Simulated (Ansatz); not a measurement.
# NaFeN: band gap under strain

Aim: follow the gap of NaFeN (database structure) through these states: no strain; -0.4 % shear in the xy plane; -4.1 % equal strain in all directions. The table at the end shows which levels were run.

Code: Ansatz 0.2.0. PAW datasets, plane waves. Calculated at 0 K for a non-magnetic cell.

### Step 1. The cell

The unstrained cell was relaxed with r2SCAN; in each strained cell the atoms were relaxed again with r2SCAN. Names of k-points are those of the unstrained zone, where strain can split equivalent points. First state: no strain.

Space group P6_3mc (No. 186), hexagonal; a = 2.974 Å, c = 9.733 Å in the conventional setting, 12.42 Å³ an atom. Na has 3 N at 2.56 Å and 3 Fe at 2.92 Å; Fe has 3 N at 1.78 Å; N has 3 Fe at 1.78 Å and 3 Na at 2.56 Å.

As a file:

```xyz
6
Lattice="2.9738 0.0000 0.0000 -1.4869 2.5754 0.0000 0.0000 0.0000 9.7327" Properties=species:S:1:pos:R:3 pbc="T T T"
Na    1.4869    0.8585    7.4048
Na    0.0000    1.7170    2.5384
Fe    0.0000    0.0000    5.0439
Fe    0.0000    0.0000    0.1775
N     0.0000    1.7170    5.5047
N     1.4869    0.8585    0.6384
```

### Step 2. No strain: PBE

input.yaml reads:

```yaml
crystal:
  lattice:
    - [2.9738495534, 0.0, 0.0]
    - [-1.4869247767, 2.5754292603, 0.0]
    - [0.0, 0.0, 9.732721072]
  atoms:
    - { symbol: Na, position: [0.6666666667, 0.3333333333, 0.7608134567] }
    - { symbol: Na, position: [0.3333333333, 0.6666666667, 0.2608134567] }
    - { symbol: Fe, position: [0.0, 0.0, 0.5182365476] }
    - { symbol: Fe, position: [0.0, 0.0, 0.0182365476] }
    - { symbol: "N", position: [0.3333333333, 0.6666666667, 0.5655899957] }
    - { symbol: "N", position: [0.6666666667, 0.3333333333, 0.0655899957] }
kpoints:
  mp_grid: { grid: [12, 12, 4] }
  band_path:
    path:
      - [0.0, 0.0, 0.0]
      - [0.5, 0.0, 0.0]
      - [0.3333333333, 0.3333333333, 0.0]
      - [0.0, 0.0, 0.5]
      - [0.5, 0.0, 0.5]
      - [0.3333333333, 0.3333333333, 0.5]
      - [0.171875, 0.174479, 0.0]
    npoints: 1
hamiltonian:
  xc: pbe
scf:
  occupations: { method: fermi_dirac, width: 0.02 }
  n_extra_bands: 5
output:
  forces: true
  stress: true
  eigenvalues: true
```

Run with:

```bash
ansatz run input.yaml --threads 4 --pin off --max-ram 4608MiB --backend cpu --events-out ev --progress --plain --runs-dir out
```

Further steps of the session: No strain: r2SCAN; No strain: HSE06; -0.4 % shear in the xy plane: PBE; -0.4 % shear in the xy plane: r2SCAN; -0.4 % shear in the xy plane: HSE06; -4.1 % equal strain in all directions: PBE; -4.1 % equal strain in all directions: r2SCAN; -4.1 % equal strain in all directions: HSE06.

Q: Predict the outcome of this session.

**Answer**, as computed:

Least gap in eV (negative: overlap), with the change from the unstrained cell in brackets:

```
                                state  volume change (%)           PBE        r2SCAN         HSE06
                            no strain               +0.0          0.34          0.53          1.17
         -0.4 % shear in the xy plane               -0.0  0.33 (-0.01)  0.53 (+0.00)  1.15 (-0.02)
-4.1 % equal strain in all directions              -11.8  0.32 (-0.02)  0.48 (-0.05)  1.12 (-0.05)
```

In words: With HSE06, of the states in the table -4.1 % equal strain in all directions shifts the gap most, by -0.052 eV. PBE and HSE06 differ by 0.83 eV on the unstrained gap, and by at most 0.04 eV on its change: the two disagree on the size of the gap but agree on its response to strain.
